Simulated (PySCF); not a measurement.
# BiH−: from the state search to spectroscopic constants

The task here is to estimate one member of a computed series from the others.

The runs use PySCF 2.14.0; Bi def2-SVPD with ECP60, H def2-SVPD, scalar-relativistic core potentials.

3 further runs of the same task are left out: 3 set aside as unsound or not needed.

Set-up of the first run:

The job is set up so:

```yaml
atoms: Bi, H
charge: -1
basis: Bi def2-SVPD with ECP60, H def2-SVPD
Hamiltonian: scalar-relativistic core potentials
basis_functions: 40
electrons_treated: 25
masses_in_u: 208.9804, 1.0078
levels: PBE0, PBE, r²SCAN, PW91, BHandHLYP, B97-3, ωB97X
grid: 80 radial by 434 angular points
occupations: held fixed by the projection of orbital angular momentum
dissociation_limit: Bi− + H, each in its ground configuration
starting_distance_in_angstrom: 1.880
values_of_2S_to_try: 1, 3
```

Run with:

```
$ OMP_NUM_THREADS=1 python dia.py task.json out
```

Steps of the session up to this table: Input; PBE0 along the bond; PBE (GGA); r²SCAN; PW91 (GGA); BHandHLYP (global hybrid GGA); B97-3; ωB97X (range-separated hybrid).

One of the session's tables, all rows but one given; the rest of the session is left out.

It belongs to the step «The curves together». Energy (eV) from each level's lowest point:

| R (Å) | PBE | PW91 | r²SCAN | PBE0 | B97-3 |
| --- | --- | --- | --- | --- | --- |
| 1.575 | 0.525 | 0.518 | 0.481 | 0.473 | 0.495 |
| 1.649 | ? | ? | ? | ? | ? |
| 1.722 | 0.091 | 0.088 | 0.072 | 0.068 | 0.077 |
| 1.777 | 0.026 | 0.025 | 0.017 | 0.015 | 0.020 |
| 1.832 | 0.000 | 0.000 | 0.000 | 0.000 | 0.000 |
| 1.887 | 0.004 | 0.005 | 0.014 | 0.015 | 0.011 |
| 1.960 | 0.046 | 0.049 | 0.068 | 0.072 | 0.062 |
| 2.052 | 0.142 | 0.146 | 0.178 | 0.186 | 0.168 |
| 2.162 | 0.297 | 0.303 | 0.351 | 0.363 | 0.335 |
| 2.308 | 0.541 | 0.549 | 0.614 | 0.633 | 0.593 |

Estimate the missing values for R (Å) = 1.649.

Worked estimate for «PBE». A straight line through the neighbours (1.575, 0.525) and (1.722, 0.091) gives 0.525 + (0.091 − 0.525) × (1.649 − 1.575) / (1.722 − 1.575) = 0.307; a parabola fitted to 3 rows on both sides gives 0.259.

The run gave: PBE: 0.252; PW91: 0.247; r²SCAN: 0.220; PBE0: 0.214; B97-3: 0.230. In «PBE» the line misses by +0.055 and the parabola by +0.007.
